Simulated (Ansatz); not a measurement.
# TiSn5: the cost of one run

Method: DFT PBE, scalar-relativistic, plane waves, PAW, in Ansatz 0.2.0.

### Step 1. The system as given

The structure is cubic, space group F-43m (No. 216). The conventional cell has a = 8.530 Å, b = 8.530 Å, c = 8.530 Å, α = 90.00°, β = 90.00°, γ = 90.00°. Ti (site symmetry -43m) has 16 Sn at 3.54 to 3.69 Å as nearest neighbours. Sn (site symmetry -43m) has 12 Sn at 3.54 Å and 4 Ti at 3.69 Å as nearest neighbours. Around Sn (site symmetry 3m) lie 6 Sn at 3.02 Å.

Structure file:

```
Ti Sn
1.0
     0.00000    4.26475    4.26475
     4.26475    0.00000    4.26475
     4.26475    4.26475    0.00000
Ti Sn
1 5
Direct
  0.00000 0.00000 0.00000
  0.25000 0.25000 0.25000
  0.12500 0.62500 0.62500
  0.62500 0.62500 0.62500
  0.62500 0.12500 0.62500
  0.62500 0.62500 0.12500
```

The cell is invented: species swapped into a database cell of ZrCu5 (F-43m, No. 216), with Ti on the Zr sites and Sn on the Cu sites. The dimensions are guesses.

### Step 2. Probe: one point on a coarse mesh

Contents of input.yaml:

```yaml
crystal:
  lattice:
    - [0.0, 4.26475143, 4.26475143]
    - [4.26475143, 0.0, 4.26475143]
    - [4.26475143, 4.26475143, 0.0]
  atoms:
    - { symbol: Ti, position: [0.0, 0.0, 0.0] }
    - { symbol: Sn, position: [0.25, 0.25, 0.25] }
    - { symbol: Sn, position: [0.125, 0.625, 0.625] }
    - { symbol: Sn, position: [0.625, 0.625, 0.625] }
    - { symbol: Sn, position: [0.625, 0.125, 0.625] }
    - { symbol: Sn, position: [0.625, 0.625, 0.125] }
basis:
  ecutwfc: 420
kpoints:
  mp_grid: { grid: [4, 4, 4] }
hamiltonian:
  xc: pbe
scf:
  occupations: { method: gaussian, width: 0.1 }
  lower_state_search: "off"
output:
  forces: true
  stress: true
  eigenvalues: true
```

Started as:

```
$ ansatz run input.yaml --threads 1 --pin off --max-ram 2560MiB --backend cpu --events-out ev --progress --plain --runs-dir out
```

**Question.** How long does this run take on 1 thread of Arm Neoverse V2, shared host, and how much memory does it need?

About 4.9 s, with a peak of 0.38 GiB.
